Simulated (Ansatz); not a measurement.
**InCl₂O radical: how energies converge with the basis set**

Aim: see how fast density functionals converge with the basis set for InCl₂O radical.

The runs use Ansatz 0.2.0, Gaussian basis; one geometry, several basis sets.

The runs, in order: PBE0-D4/def2-SVP; ωB97M-V/def2-SVP; PBE0-D4/def2-QZVPP; ωB97M-V/def2-QZVPP; the functionals' def2-TZVPP values are taken from earlier runs.

**1. The relaxed structure**

An earlier PBE0-D4 in a triple-zeta def2 set relaxation fixed the geometry. In takes the def2 core potential; no spin-orbit term is included.

SMILES `[O][In]([Cl])[Cl]`, 4 atoms, charge 0, spin multiplicity 2.

Atoms are counted from 1 here; the program's logs count them from 0.

Bond lengths: O1–In2 1.989 Å, In2–Cl3 2.293 Å, In2–Cl4 2.293 Å. Angles: O1–In2–Cl3 119.2°, O1–In2–Cl4 119.2°, Cl3–In2–Cl4 121.6°.

**2. PBE0-D4 in def2-SVP**

in.yaml reads:

```yaml
crystal:
  periodic: [false, false, false]
  atoms:
    - {symbol: O, position_ang: [0.606268, 1.013990, 1.667626]}
    - {symbol: In, position_ang: [0.031729, 0.015988, 0.045413]}
    - {symbol: Cl, position_ang: [0.741646, -2.144973, -0.248183]}
    - {symbol: Cl, position_ang: [-1.324144, 1.054695, -1.485156]}
basis:
  gaussian: {orbitals: def2-SVP}
magnetization: {spin_polarized: true, initial_magnetization: 1}
hamiltonian: {xc: pbe0, dispersion: d4}
output: {orbitals: {seedname: orbitals}}
```

After this run come: ωB97M-V in def2-SVP; PBE0-D4 in def2-QZVPP; ωB97M-V in def2-QZVPP.

**Question.** What will the summary of the whole plan be? Wanted: PBE0-D4: double and triple zeta above quadruple; ωB97M-V: double and triple zeta above quadruple.

The runs gave:

| quantity | value |
| --- | --- |
| PBE0-D4: double and triple zeta above quadruple | 12.45, 0.89 eV |
| ωB97M-V: double and triple zeta above quadruple | 12.37, 0.85 eV |

PBE0-D4 gains 11.56 eV from double to triple zeta, then 0.89 eV more. These are total energies; as a rule much of such shifts cancels in differences, which this series doesn't test.
